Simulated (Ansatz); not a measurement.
# CH₄GaNSi: small, medium and large basis sets

The task here is to estimate one member of a computed series from the others.

Method: one geometry, several basis sets; program: Ansatz 0.2.0, Gaussian basis.

Plan: PBE0-D4/def2-SVP; ωB97M-V/def2-SVP; PBE0-D4/def2-QZVPP; ωB97M-V/def2-QZVPP; the functionals' def2-TZVPP values are taken from earlier runs.

## The geometry

An earlier PBE0-D4 in a triple-zeta def2 set relaxation fixed the geometry.

SMILES `N#C[SiH2][GaH2]`, 8 atoms, charge 0, spin multiplicity 1.

Atoms are counted from 1 here; the program's logs count them from 0.

Bond lengths: N1–C2 1.153 Å, C2–Si3 1.851 Å, Si3–Ga4 2.422 Å, Si3–H5 1.486 Å, Si3–H6 1.486 Å, Ga4–H7 1.569 Å, Ga4–H8 1.564 Å. Angles: N1–C2–Si3 177.3°, C2–Si3–Ga4 110.6°, C2–Si3–H5 105.9°, C2–Si3–H6 105.9°, Ga4–Si3–H5 112.7°, Ga4–Si3–H6 112.7°, H5–Si3–H6 108.6°, Si3–Ga4–H7 117.7°, Si3–Ga4–H8 120.9°, H7–Ga4–H8 121.4°.

Set-up of the first run:

The input, in.yaml:

```yaml
crystal:
  periodic: [false, false, false]
  atoms:
    - {symbol: N, position_ang: [1.929363, -0.823633, 2.138239]}
    - {symbol: C, position_ang: [1.359986, -0.194081, 1.358410]}
    - {symbol: Si, position_ang: [0.399321, 0.745824, 0.086129]}
    - {symbol: Ga, position_ang: [-1.274364, -0.673693, -0.938560]}
    - {symbol: H, position_ang: [1.400236, 1.248475, -0.890524]}
    - {symbol: H, position_ang: [-0.193115, 1.907507, 0.798829]}
    - {symbol: H, position_ang: [-2.188447, -0.041924, -2.045724]}
    - {symbol: H, position_ang: [-1.432971, -2.168476, -0.506799]}
basis:
  gaussian: {orbitals: def2-SVP}
hamiltonian: {xc: pbe0, dispersion: d4}
output: {orbitals: {seedname: orbitals}}
```

Started as:

```sh
> ansatz run in.yaml --threads 2 --pin off --events-out ev --progress --plain --max-ram 4352MiB
```

Among the steps run: PBE0-D4 in def2-SVP; ωB97M-V in def2-SVP; PBE0-D4 in def2-QZVPP; ωB97M-V in def2-QZVPP.

One of the session's tables, all rows but one given; the rest of the session is left out.

It belongs to the step «Functionals by basis». 

| functional | basis | HOMO (eV) | LUMO (eV) |
| --- | --- | --- | --- |
| PBE0-D4 | def2-SVP | -8.15 | -2.62 |
| PBE0-D4 | def2-TZVPP | -8.18 | -2.66 |
| PBE0-D4 | def2-QZVPP | -8.18 | -2.67 |
| ωB97M-V | def2-SVP | -10.11 | -0.84 |
| ωB97M-V | def2-TZVPP | -10.18 | -0.91 |
| ωB97M-V | def2-QZVPP | ? | ? |

Q: Estimate the row for ωB97M-V, def2-QZVPP from the others.

The run gave: HOMO (eV): -10.19; LUMO (eV): -0.99. In the column «HOMO (eV)» it is the lowest.
